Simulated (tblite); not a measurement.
# C5H10BFSi: the cost of one run

Computed with tblite 0.8.0 and PySCF 2.14.0, with density-fitted response routines of our own, on a single molecule in the gas phase. Atoms are numbered from 0 throughout.

## (1) The starting structure

18 atoms, charge 0, multiplicity 1; geometry from: force field or distance geometry start.

Bonds of the start (Å): F0–C1 1.38, C1–C2 1.33, C2–C3 1.52, C3–C4 1.54, C4–B5 1.59, B5–Si6 1.95, Si6–C7 1.88, C7–C2 1.50, C1–H8 1.08, C3–H9 1.12, C3–H10 1.08, C4–H11 1.09, C4–H12 1.10, B5–H13 1.19, Si6–H14 1.48, Si6–H15 1.50, C7–H16 1.10, C7–H17 1.10.

## (2) Relaxing the molecule with GFN2-xTB

What the job is given:

```
{"job": {"kind": "relax", "xc": "GFN2-xTB", "basis": "xTB"}, "charge": 0, "multiplicity": 1}
F      1.223000    -2.931500     0.563200
C      0.039200    -2.227300     0.458600
C      0.033100    -1.039700    -0.142500
C     -1.293600    -0.310600    -0.228000
C     -1.261300     0.710900     0.926000
B     -0.421800     1.902200     0.289200
Si     1.331500     1.412000    -0.406300
C      1.280700    -0.442300    -0.729400
H     -0.864500    -2.645800     0.888800
H     -2.144800    -1.008000    -0.027000
H     -1.420800     0.229800    -1.159300
H     -2.261600     1.001600     1.259700
H     -0.633200     0.285700     1.727400
H     -1.050300     2.711700    -0.312800
H      1.640100     2.120200    -1.667000
H      2.402200     1.734700     0.586800
H      2.160800    -0.868500    -0.230300
H      1.232400    -0.628800    -1.808700
```

Command:

```
OMP_NUM_THREADS=1 python probes_run.py task.json out
```

The driver reads the jobs from task.json and runs them one after another.

Q: Estimate the wall time and peak memory of this first job on 1 thread of Intel Xeon Platinum 8259CL at 2.50GHz, shared host.

About 1.7 s, with a peak of 0.18 GiB.
